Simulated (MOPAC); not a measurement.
**PM6-DH2 (COSMO dmso) run of GaSiH2SF (SMILES [F][Ga]1[SiH2][S]1)**

Aim: a structure relaxation of GaSiH2SF. 

The calculation is run with MOPAC 23.2.5.

9 further runs of the same task are left out: 3 that didn't finish, 6 set aside as unsound or not needed.

### 1 The molecule

The species is GaSiH2SF (6 atoms), meant as a singlet with charge 0. SMILES: `[F][Ga]1[SiH2][S]1`. The shape comes from a force field and isn't a relaxed structure. The run starts from this shape.

Bond lengths: F1–Ga2 1.858 Å, Ga2–Si3 1.925 Å, Ga2–S4 2.348 Å, Si3–S4 2.131 Å, Si3–H5 1.499 Å, Si3–H6 1.449 Å. Angles: F1–Ga2–Si3 66.1°, F1–Ga2–S4 53.8°, Si3–Ga2–S4 58.8°, Ga2–Si3–S4 70.5°, Ga2–S4–Si3 50.6°, Ga2–Si3–H5 177.2°, Ga2–Si3–H6 73.4°, S4–Si3–H5 107.0°, S4–Si3–H6 111.8°, H5–Si3–H6 109.0°.

### 2 A geometry optimisation at PM6-DH2 (COSMO dmso)

calc.py reads:

```python
from ase.calculators.mopac import MOPAC
from ase.optimize import BFGS
from ase import Atoms

atoms = Atoms(
    ['F', 'Ga', 'Si', 'S', 'H', 'H'],
    positions=[
        [0.042200, -1.483900, 0.767000],
        [-1.359700, -0.656000, -0.128400],
        [0.356000, 0.156400, -0.445700],
        [-0.105500, 0.260600, 1.632300],
        [1.711800, 0.769700, -0.623800],
        [-0.602800, 0.889200, -1.247500],
    ],
)
mopac = MOPAC(label="job", method="PM6-DH2", task="1SCF GRADIENTS EPS=46.8 AUX(PRECISION=6) THREADS=1", charge=0)
atoms.calc = mopac
opt = BFGS(atoms, trajectory="opt.traj")
done = opt.run(fmax=0.05, steps=80)
print("converged:", done)
energy = atoms.get_potential_energy()
print(f"heat of formation: {energy:.6f} eV")
print("dipole (e A):", atoms.get_dipole_moment().round(4))
homo, lumo = mopac.get_homo_lumo_levels()
print(f"HOMO {homo:.3f} eV, LUMO {lumo:.3f} eV, gap {lumo - homo:.3f} eV")
print("heat of formation (kcal/mol): %.4f" % (mopac.get_final_heat_of_formation() / 0.0433641153))
print("final positions (A):")
for atom in atoms:
    print(f"{atom.symbol:2s} {atom.x:11.6f} {atom.y:11.6f} {atom.z:11.6f}")
```

Command:

```
$ export ASE_MOPAC_COMMAND="mopac PREFIX.mop > /dev/null 2>&1"
$ python calc.py
```

Q: Predict the results. Wanted: total energy at the end; dipole moment; HOMO energy; LUMO energy; HOMO–LUMO gap; dispersion energy; heat of formation.

**Answer.** As computed:

Level: PM6-DH2 (COSMO dmso).

| quantity | value |
| --- | --- |
| total energy at the end | -29.75808 Eh |
| dipole moment | 7.30 D |
| HOMO energy | -9.70 eV |
| LUMO energy | -1.14 eV |
| HOMO–LUMO gap | 8.56 eV |
| dispersion energy | -0.36 kJ/mol |
| heat of formation | -138.3 kcal/mol |

At the final geometry: Bond lengths: F1–Si3 1.654 Å, Ga2–Si3 1.994 Å, Si3–S4 2.115 Å, Si3–H5 1.460 Å, Si3–H6 1.513 Å. Angles: F1–Si3–Ga2 73.0°, F1–Si3–S4 108.8°, Ga2–Si3–S4 74.3°, F1–Si3–H5 99.7°, F1–Si3–H6 112.6°, Ga2–Si3–H5 172.5°, Ga2–Si3–H6 79.7°, S4–Si3–H5 110.1°, S4–Si3–H6 121.0°, H5–Si3–H6 102.3°. The optimisation stopped short of its gradient threshold. The optimisation took 23 steps and changed the energy by -3.865 eV.
